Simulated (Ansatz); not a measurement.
# KLi: the cost of one run

Program: Ansatz 0.2.0. Level of theory: DFT PBEsol, scalar-relativistic, plane waves, PAW. These are calculated values, not measurements.

2 further runs of the same task are left out: 2 set aside as unsound or not needed.

## (1) The structure to begin with

Symmetry: P-6m2, No. 187, hexagonal system. The conventional cell has a = 4.046 Å, b = 4.046 Å, c = 6.230 Å, α = 90.00°, β = 90.00°, γ = 120.00°. Around K (site symmetry -6m2) lie 6 Li at 3.89 Å and 6 K at 4.05 Å. Li (site symmetry -6m2) has 6 K at 3.89 Å and 6 Li at 4.05 Å as nearest neighbours.

As a file:

```xyz
2
Lattice="4.0457 0.0000 0.0000 -2.0228 3.5037 0.0000 0.0000 0.0000 6.2299" Properties=species:S:1:pos:R:3 pbc="T T T"
K     0.0000    2.3358    3.1150
Li    0.0000    0.0000    0.0000
```

This is a trial structure built by rule; it need not be a known or stable form of this composition.

It is the result of an earlier relaxation at this level (volume 44.15 Å³/atom; gap on the mesh: none (metal)).

The cell was built by a swap of K by Li on half of its sites in K; it need not be the stable form of this composition.

## (2) Zone-centre modes

Input file input.yaml:

```yaml
crystal:
  lattice:
    - [4.0456950696, 0.0, 0.0]
    - [-2.0228475348, 3.5036747062, 0.0]
    - [0.0, 0.0, 6.2299316456]
  atoms:
    - { symbol: K, position: [0.3333333333, 0.6666666667, 0.5] }
    - { symbol: Li, position: [0.0, 0.0, 0.0] }
basis:
  ecutwfc: 420
kpoints:
  mp_grid: { grid: [12, 12, 8] }
hamiltonian:
  xc: pbesol
scf:
  occupations: { method: fermi_dirac, width: 0.15 }
output:
  eigenvalues: true
phonons:
  method: dfpt
  eigenvectors: true
```

Q: Estimate wall time and peak memory on 1 thread of an Arm CPU, shared host.

About 83 s, with a peak of 0.8 GiB.
